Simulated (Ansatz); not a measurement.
# C₂H₅BBrInO: one species, many methods

One table from this session's results is given with a row withheld; the runs are named, their logs left out.

Computed with Ansatz 0.2.0, Gaussian basis. Level: functionals in def2-TZVPP, the program's frozen cores in correlated methods.

Plan: LDA (SPW92), PBE-D4, revPBE-D4, BLYP-D4, r2SCAN-D4, B97M-V, PBE0-D4, B3LYP-D4, r2SCANh-D4, r2SCAN0-D4, HSE06-D4, BHLYP-D4, CAM-B3LYP-D4, LC-ωPBE, ωB97X-V, ωB97M-V, B2PLYP, PBE-QIDH; CCSD(T)/def2-SVP; MP2/def2-TZVPP; MP2/def2-QZVPP; RPA on PBE.

### The geometry

An earlier PBE0-D4 in a triple-zeta def2 set relaxation fixed the geometry. In takes the def2 core potential; no spin-orbit term is included.

SMILES `B[O][In]([Br])[CH]=C`, 11 atoms, charge 0, spin multiplicity 1.

Atoms are counted from 1 here; the program's logs count them from 0.

Bond lengths: B1–O2 1.335 Å, B1–H7 1.216 Å, B1–H8 1.205 Å, O2–In3 2.006 Å, In3–Br4 2.452 Å, In3–C5 2.108 Å, C5–C6 1.328 Å, C5–H9 1.086 Å, C6–H10 1.085 Å, C6–H11 1.088 Å. Angles: O2–B1–H7 121.4°, O2–B1–H8 119.0°, H7–B1–H8 119.6°, B1–O2–In3 124.4°, O2–In3–Br4 109.5°, O2–In3–C5 122.7°, Br4–In3–C5 127.8°, In3–C5–C6 121.8°, In3–C5–H9 118.1°, C6–C5–H9 120.1°, C5–C6–H10 122.9°, C5–C6–H11 121.2°, H10–C6–H11 115.9°.

The first run:

in.yaml reads:

```yaml
crystal:
  periodic: [false, false, false]
  atoms:
    - {symbol: B, position_ang: [-1.512094, -1.131775, 1.370473]}
    - {symbol: O, position_ang: [-1.259368, -1.566393, 0.133269]}
    - {symbol: In, position_ang: [-0.399303, -0.460628, -1.302509]}
    - {symbol: Br, position_ang: [-1.337222, -1.079545, -3.481766]}
    - {symbol: C, position_ang: [1.130570, 0.934146, -0.904709]}
    - {symbol: C, position_ang: [1.561990, 1.166332, 0.330043]}
    - {symbol: H, position_ang: [-1.270483, 0.013396, 1.701334]}
    - {symbol: H, position_ang: [-1.989937, -1.894761, 2.171885]}
    - {symbol: H, position_ang: [1.567965, 1.467263, -1.743765]}
    - {symbol: H, position_ang: [1.153258, 0.665609, 1.201993]}
    - {symbol: H, position_ang: [2.354615, 1.886357, 0.523753]}
basis:
  gaussian: {orbitals: def2-TZVPP}
hamiltonian: {xc: lda}
output: {orbitals: {seedname: orbitals}}
```

Run with:

```console
> ansatz run in.yaml --threads 4 --pin off --events-out ev --progress --plain --max-ram 10444MiB
```

Steps of the session up to this table: LDA; PBE-D4 (GGA); revPBE-D4 (GGA); BLYP-D4 (GGA); r2SCAN-D4 (meta-GGA); B97M-V (meta-GGA); PBE0-D4 (hybrid); B3LYP-D4 (hybrid); r2SCANh-D4 (hybrid); r2SCAN0-D4 (hybrid); HSE06-D4 (hybrid); BHLYP-D4 (hybrid); CAM-B3LYP-D4 (range-separated); LC-ωPBE (range-separated); ωB97X-V (range-separated); ωB97M-V (range-separated); B2PLYP (double hybrid); PBE-QIDH (double hybrid).

One table of the session follows, with a row left open; its other results are not shown here.

It belongs to the step «Frontier levels by functional». 

| functional | HOMO (eV) | LUMO (eV) | gap (eV) |
| --- | --- | --- | --- |
| LDA (SPW92) | -6.30 | -3.08 | 3.22 |
| PBE-D4 | -6.20 | -2.78 | 3.41 |
| revPBE-D4 | -6.15 | -2.66 | 3.49 |
| BLYP-D4 | -6.12 | -2.69 | 3.43 |
| r2SCAN-D4 | -6.48 | -2.60 | 3.87 |
| B97M-V | -6.57 | -2.68 | 3.89 |
| PBE0-D4 | -7.57 | -1.96 | 5.61 |
| B3LYP-D4 | -7.38 | -2.22 | 5.16 |
| r2SCANh-D4 | -6.99 | -2.30 | 4.69 |
| r2SCAN0-D4 | ? | ? | ? |
| HSE06-D4 | -7.17 | -2.33 | 4.84 |
| BHLYP-D4 | -8.91 | -1.16 | 7.75 |
| CAM-B3LYP-D4 | -8.99 | -1.05 | 7.94 |
| LC-ωPBE | -10.32 | 0.08 | 10.40 |
| ωB97X-V | -9.99 | -0.05 | 9.94 |
| ωB97M-V | -9.87 | -0.26 | 9.62 |

Q: Estimate the row for r2SCAN0-D4 from the others.

Worked estimate for «HOMO (eV)». Against the share of exact exchange, r2SCAN-D4 (0, -6.48), r2SCANh-D4 (0.1, -6.99) give a slope of -5.10 per unit share; at 0.25 the line stands at -7.75.

As computed: HOMO (eV): -7.77; LUMO (eV): -1.87; gap (eV): 5.90. In «HOMO (eV)» the line misses by +0.02.
